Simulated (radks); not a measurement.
# Mg⁺ in [He] 2s2 2p4 3s1 3p2: an all-electron calculation

The task here is to estimate one member of a computed series from the others.

Program: radks (a radial shooting solver on a logarithmic mesh, Libxc functionals) version 1. Level of theory: Dirac Kohn-Sham, PBE, spin-unpolarised, spherical densities, finite nucleus; open shells are shared between the two j in proportion to 2j + 1. These are calculated values, not measurements, unless marked.

## What is computed

```
element            : magnesium (Z = 12)
charge             : +1
electrons          : 11
configuration      : [He] 2s2 2p4 3s1 3p2
nuclear rms radius : 3.057 fm
```

Outer shells as boxes (Hund's rule):

Mg⁺
```
[He] core
2s [↑↓]
2p [↑↓][↑ ][↑ ]
3s [↑ ]
3p [↑ ][↑ ][  ]
```

The first run:

Settings of this run:

```text
Z 12
configuration [He] 2s2 2p4 3s1 3p2 4s0 3d0
relativity Dirac
functional pbe,pbe
spin unpolarised
j_filling average
nucleus finite rms 3.057 fm
c 137.035999084
```

Among the steps run: Self-consistent calculation.

One table of the session follows, with a row left open; its other results are not shown here.

It belongs to the step «Orbitals and density». From the orbitals of this run (lengths in bohr):

```
level     <r>  outermost maximum (interpolated)  90 % within  nodes
1s1/2  0.1305                            0.0851        0.233      0
2s1/2  0.6540                             0.529         1.03      1
2p1/2  0.6133                             0.452         1.02      0
2p3/2  0.6150                             0.453         1.02      0
3s1/2   2.224                              1.92         3.32      2
3p1/2       ?                                 ?            ?      ?
3p3/2   2.551                              2.15         3.89      1
3d3/2   3.673                              2.83         5.92      0
3d5/2   3.673                              2.83         5.92      0
```

**Question.** Estimate the row for 3p1/2.

The run gave: <r>: 2.547; outermost maximum (interpolated): 2.15; 90 % within: 3.89; nodes: 1. In the column «<r>» it lies between 3s1/2 (2.224) and 3p3/2 (2.551).
